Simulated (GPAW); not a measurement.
# BN (P6_3/mmc) in GPAW: single point with LDA

Aim: the single point of BN with LDA.

Everything below comes from runs of GPAW 26.7.0. Logs are shortened: lines on timing, memory, paths and dates and some standing lists are left out, and cuts for length are marked. The log counts tension as positive stress, the text compression.

### 1 The structure

The structure is hexagonal, space group P6_3/mmc (No. 194). The conventional cell has a = 2.498 Å, b = 2.498 Å, c = 6.636 Å, α = 90.00°, β = 90.00°, γ = 120.00°. B (site symmetry -6m2) is surrounded by 3 N at 1.44 Å. N (site symmetry -6m2) is surrounded by 3 B at 1.44 Å.

### 2 Single point, LDA

run.py reads:

```python
from ase import Atoms
from ase.dft.bandgap import bandgap
from ase.io import write
from ase.units import GPa
from gpaw import GPAW, PW

atoms = Atoms(['B', 'B', 'N', 'N'],
              cell=[[2.49824, 0.0, 0.0],
                    [-1.24912, 2.1635393048, 0.0],
                    [0.0, 0.0, 6.6357]],
              scaled_positions=[[0.3333333333, 0.6666666667, 0.25],
                                [0.6666666667, 0.3333333333, 0.75],
                                [0.3333333333, 0.6666666667, 0.75],
                                [0.6666666667, 0.3333333333, 0.25]],
              pbc=True)

calc = GPAW(mode=PW(500),
            xc='LDA',
            kpts={'size': (10, 10, 4), 'gamma': True},
            occupations={'name': 'fermi-dirac', 'width': 0.05},
            nbands=18,
            maxiter=120,
            txt='gpaw.txt')
atoms.calc = calc
energy = atoms.get_potential_energy()
forces = atoms.get_forces()
stress = atoms.get_stress()
calc.write('gs.gpw')
write('result.traj', atoms)
print(f'Energy: {energy:.6f} eV')
print('Forces (eV/A):')
print(forces.round(4))
print('Stress (GPa):', (stress / GPa).round(3))
print('Fermi level:', round(calc.get_fermi_level(), 4), 'eV')
print(f'Gap: {bandgap(calc)[0]:.4f} eV, direct: {bandgap(calc, direct=True)[0]:.4f} eV')
```

Potentials or basis: the program's PAW data sets (release 1.2.1) made for this functional, pw.

Command:

```sh
> OMP_NUM_THREADS=1 python run.py
```

gpaw.txt:

```text
__  _  _
 | _ |_)|_||  |
 |__||  | ||/\| - 26.7.0

Input parameters:
  mode=PW(ecut=500.0),
  kpts=MonkhorstPack(size=(10, 10, 4), gamma=True),
  maxiter=120,
  nbands=18,
  occupations=Occupations(name='fermi-dirac', width=0.05),
  xc=XC(name='LDA')

Diagonalizing LCAO Hamiltonian
Converting LCAO to pw mode

        N B

        B N

Atoms  # Å, Bohr magnetons
|   | symbol |         x |        y |        z |    initial magnetic moments |
|---|--------|-----------|----------|----------|-----------------------------|
| 0 |      B | -0.000000 | 1.442360 | 1.658925 | ( 0.0000,  0.0000,  0.0000) |
| 1 |      B |  1.249120 | 0.721180 | 4.976775 | ( 0.0000,  0.0000,  0.0000) |
| 2 |      N | -0.000000 | 1.442360 | 4.976775 | ( 0.0000,  0.0000,  0.0000) |
| 3 |      N |  1.249120 | 0.721180 | 1.658925 | ( 0.0000,  0.0000,  0.0000) |

Unit cell  # Å
| periodic |         x |        y |        z |  lengths |     angles |
|----------|-----------|----------|----------|----------|------------|
|      yes |  2.498240 | 0.000000 | 0.000000 | 2.498240 |  90.000000 |
|      yes | -1.249120 | 2.163539 | 0.000000 | 2.498240 |  90.000000 |
|      yes |  0.000000 | 0.000000 | 6.635700 | 6.635700 | 120.000000 |

Number of symmetries: 12
Symmetry operations  # r_c * U_cc + t_c -> r_c
|    | kind |            matrix            |
|----|------|------------------------------|
|  0 |  σ   |  1, 1, 0,  0,-1, 0,  0, 0, 1 |
|  1 |  S6  |  1, 1, 0, -1, 0, 0,  0, 0,-1 |
|  2 |  E   |  1, 0, 0,  0, 1, 0,  0, 0, 1 |
|  3 |  C2  |  1, 0, 0, -1,-1, 0,  0, 0,-1 |
|  4 |  C2  |  0, 1, 0,  1, 0, 0,  0, 0,-1 |
|  5 |  C3  |  0, 1, 0, -1,-1, 0,  0, 0, 1 |
|  6 |  S6  |  0,-1, 0,  1, 1, 0,  0, 0,-1 |
|  7 |  σ   |  0,-1, 0, -1, 0, 0,  0, 0, 1 |
|  8 |  σ   | -1, 0, 0,  1, 1, 0,  0, 0, 1 |
|  9 |  i   | -1, 0, 0,  0,-1, 0,  0, 0,-1 |
| 10 |  C3  | -1,-1, 0,  1, 0, 0,  0, 0, 1 |
| 11 |  C2  | -1,-1, 0,  0, 1, 0,  0, 0,-1 |

BZ-sampling:
  Number of BZ points: 400
  Number of IBZ points: 50

  Monkhorst-Pack size: [10, 10, 4]
  Monkhorst-Pack shift: [0.05, 0.05, 0.125]

K-points  # in reciprocal-cell coordinates
|     |                                coordinates |     weight |
|-----|--------------------------------------------|------------|
|   0 | (  0.00000000,   0.00000000,   0.00000000) | 0.00250000 |
|   1 | (  0.00000000,   0.00000000,   0.25000000) | 0.00500000 |
|   2 | (  0.00000000,   0.00000000,   0.50000000) | 0.00250000 |
|   3 | (  0.10000000,   0.00000000,  -0.25000000) | 0.01500000 |
|   4 | (  0.10000000,   0.00000000,   0.00000000) | 0.01500000 |
|   5 | (  0.10000000,   0.00000000,   0.25000000) | 0.01500000 |
|   6 | (  0.10000000,   0.00000000,   0.50000000) | 0.01500000 |
|   7 | (  0.20000000,  -0.10000000,   0.00000000) | 0.01500000 |
|   8 | (  0.20000000,  -0.10000000,   0.25000000) | 0.03000000 |
|   9 | (  0.20000000,  -0.10000000,   0.50000000) | 0.01500000 |
| ... |                                            |            |
|  49 | (  0.50000000,   0.50000000,   0.50000000) | 0.00750000 |

Plane wave coefficients: 928
Cutoff: 500.0 eV

Spin-components: 1 (collinear spins)
Bands:           18
Projectors:      20
Spin-degeneracy: 2
Datatype:        complex128

Parallelization:
  kpt:    1
  domain: 1
  band:   1

Density:
  Valence electrons: 16.0
  Components: 1
  Grid points: [14 14 35]
  Charge: 0.0  # |e|

Potential:
  Grid points: [14 14 35]

species:
  B:
    name:    Boron
    Z:       5.0
    valence: 3
    core:    2
    charge:  0.0  # [|e|]
    compensation charges:
      type: gauss
      rc: 0.20  # [Å]
      lmax: 2
    cutoffs:
      filter: 1.14  # [Å]
      core: 1.42  # [Å]
    projectors
    | kind |    occ | energy [eV] | rcut [Å] |
    |------|--------|-------------|----------|
    |   2s |  2.000 |      -9.383 |    0.635 |
    |   2p |  1.000 |      -3.714 |    0.635 |
    |    s |        |      17.828 |    0.635 |
    |    p |        |      23.498 |    0.635 |
    |    d |        |       0.000 |    0.635 |

    Using partial waves for B as LCAO basis

  N:
    name:    Nitrogen
    Z:       7.0
    valence: 5
    core:    2
    charge:  0.0  # [|e|]
    compensation charges:
      type: gauss
      rc: 0.18  # [Å]
      lmax: 2
    cutoffs:
      filter: 1.11  # [Å]
      core: 0.96  # [Å]
    projectors
    | kind |    occ | energy [eV] | rcut [Å] |
    |------|--------|-------------|----------|
    |   2s |  2.000 |     -18.420 |    0.603 |
    |   2p |  3.000 |      -7.237 |    0.529 |
    |    s |        |       8.791 |    0.603 |
    |    p |        |      19.974 |    0.529 |
    |    d |        |       0.000 |    0.577 |

    Using partial waves for N as LCAO basis

Reference energy: -4266.977455  # eV

eigensolver:
  PPCG
  Converge bands: occupied
  niter=2

density mixing:
  MSR1-Mixer
  Pratt-step length: 0.05
  Maximum mixing coefficient: 0.75
  Old densities: 10
  SVD Regularization: 0.005
  Good broyden scale: 1.0
  Trust region scale: 1.0
  Backstep threshold: 4.0
  History deletion threshold: 6.0
  Fourier metric: weight=20.0, sigma=0.015

occupation numbers:
  Fermi-Dirac:
    width: 0.0500  # eV

poisson solver:
  ecut: 4000.0  # eV

xc functional:
  name: None

convergence criteria:
- Maximum [total energy] change in last 3 cyles: 0.0005 eV / valence electron
- Maximum integral of absolute [dens]ity change: 0.0001 electrons / valence electron
- Maximum integral of absolute [eigenst]ate change: 4e-08 eV^2 / valence electron
maximum number of iterations: 120

SCF iterations
|iter     | |      energy | eigst |  dens |
|---------|-|-------------|-------|-------|
|iter:   1| |  -40.578989 | +0.45 |       |
|iter:   2| |  -39.970053 | -1.35 | -0.65 |
|iter:   3| |  -37.462278 | -0.86 | -0.70 |
|iter:   4| |  -37.390647 | -2.30 | -1.34 |
|iter:   5| |  -37.382941 | -3.15 | -1.74 |
|iter:   6| |  -37.382736c| -4.59 | -2.35 |
|iter:   7| |  -37.382737c| -6.21 | -3.50 |
|iter:   8| |  -37.382737c| -7.54c| -4.05c|

Converged in 8 steps
Energy contributions relative to reference atoms: (reference = -4266.977455)

Energy contributions:
  Kinetic:          29.940191
  Coulomb:         -28.978462
  Zero:             -0.137965
  External:          0.000000
  Xc:              -38.206501
  Entropy:          -0.000000
  Spinorbit:         0.000000
  ----------------------------
  Free energy:     -37.382737
  Extrapolated:    -37.382737

dipole moment: (0.000001, 0.000002, 0.000007)  # |e|*Ang

Fermi level: 4.899
Eigenvalues  # (at kpt = [0.000, 0.000, 0.000])
| band index |      eig [eV] | occ [0-2] |
|------------|---------------|-----------|
|          0 |       -13.916 |     2.000 |
|          1 |       -13.605 |     2.000 |
|          2 |        -2.546 |     2.000 |
|          3 |        -0.320 |     2.000 |
|          4 |         2.493 |     2.000 |
|          5 |         2.493 |     2.000 |
|          6 |         2.575 |     2.000 |
|          7 |         2.575 |     2.000 |
|          8 |         8.723 |     0.000 |
|          9 |        13.964 |     0.000 |
|         10 |        15.312 |     0.000 |
|         11 |        15.312 |     0.000 |
|         12 |        15.431 |     0.000 |
|         13 |        15.431 |     0.000 |
|         14 |        16.163 |     0.000 |
|         15 |        16.839 |     0.000 |
|        ... |               |           |
|         17 |        20.192 |     0.000 |

Gap: 4.017 eV
Transition (v -> c):
  (s=0, k=33, n=7, [0.40, 0.30, 0.00]) -> (s=0, k=47, n=8, [0.50, 0.50, 0.00])
Direct/indirect transitions are different
Direct gap: 4.504 eV
Transition at: (s=0, k=36, n=7, [0.40, 0.40, 0.00])

Forces  # eV/Ang
|        x |       y |        z |
|----------|---------|----------|
| -0.00000 | 0.00000 |  0.00321 |  # B    0
|  0.00000 | 0.00000 | -0.00321 |  # B    1
|  0.00000 | 0.00000 | -0.02257 |  # N    2
|  0.00000 | 0.00000 |  0.02257 |  # N    3

Stress tensor  # eV/Ang^3
|        x |        y |        z |
|----------|----------|----------|
| 0.167048 | 0.000000 | 0.000000 |
| 0.000000 | 0.167048 | 0.000000 |
| 0.000000 | 0.000000 | 0.154736 |

# Writing to gs.gpw (mode='')
```

It took 11 s on 1 thread of AMD EPYC 7R43 (Zen 3), shared host; peak memory 0.15 GiB.

The run converged, but some of its settings lie outside the range that counts as converged, so its numbers aren't taken as properties of the crystal.

Results:

| Property | Result |
| --- | --- |
| Free energy | -37.3827 eV |
| Pressure | -26.1 GPa |
| Largest force | 0.023 eV/Å |
| Band gap on the k mesh | 4.02 eV, indirect (least direct gap 4.50 eV) |

Caveat: the cutoff is short for stress and forces, so pressures can be off by a GPa or more.
